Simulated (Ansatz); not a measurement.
# Rh (Rhodium): how the settings move a relaxation

Aim: see which settings change the result for Rh (Rhodium), by how much, and at what cost.

The COD entry's cell or inner coordinates are ideal or old and differ from later refinements, so a difference from it is no clean test against experiment.

Program: Ansatz 0.2.0. Level of theory: reference: DFT, PBEsol, PAW with Ansatz's default frozen-core files, scalar-relativistic; relaxation of cell and atoms. These are calculated values, not measurements.

3 further runs of the same task are left out: 3 that didn't finish.

## Step 1: The structure to begin with

The structure is cubic, space group Fm-3m (No. 225). Conventional cell: a = 3.796 Å, b = 3.796 Å, c = 3.796 Å, α = 90.00°, β = 90.00°, γ = 90.00°. Rh (site symmetry m-3m) has 12 Rh at 2.68 Å as nearest neighbours.

As a file:

```
CELL_PARAMETERS angstrom
0.00000 1.89785 1.89785
1.89785 0.00000 1.89785
1.89785 1.89785 0.00000
ATOMIC_POSITIONS crystal
Rh 0.00000 0.00000 0.00000
```

## Step 2: Reference

File input.yaml:

```yaml
crystal:
  lattice:
    - [0.0, 1.89785, 1.89785]
    - [1.89785, 0.0, 1.89785]
    - [1.89785, 1.89785, 0.0]
  atoms:
    - { symbol: Rh, position: [0.0, 0.0, 0.0] }
kpoints:
  mp_grid: { grid: [20, 20, 20] }
scf:
  occupations: { method: fermi_dirac, width: 0.1 }
hamiltonian:
  xc: pbesol
  pseudopotentials: { kind: paw }
relax:
  f_tol: 0.002
  max_steps: 80
  cell: {}
output:
  forces: true
  stress: true
```

The run is started by

```bash
$ ansatz run input.yaml --threads 2 --pin off --max-ram 5120MiB --backend cpu --events-out ev --progress --plain --runs-dir out
```

## Step 3: Variant: n_extra_bands 32

Edit input.yaml of step 2 so:

```diff
@@ -11,2 +11,3 @@
   occupations: { method: fermi_dirac, width: 0.1 }
+  n_extra_bands: 32
 hamiltonian:
```

What does the calculation give? Wanted: for each run, ending; energy change; pressure; gap; force.

**Answer**, as computed:

```
                run     ending  energy change  pressure (GPa)  gap (eV)  force (eV/Å)  cycles  time
          reference  converged              0             0.0      0.00          0.00      21   9 s
1: n_extra_bands 32  converged   0.0 meV/atom             0.0      0.00          0.00      22  15 s
```

Same state: the changed band count leaves the energy within 0.5 meV/atom. Cost: 22 SCF cycles against 21, 15 s against 9 s.
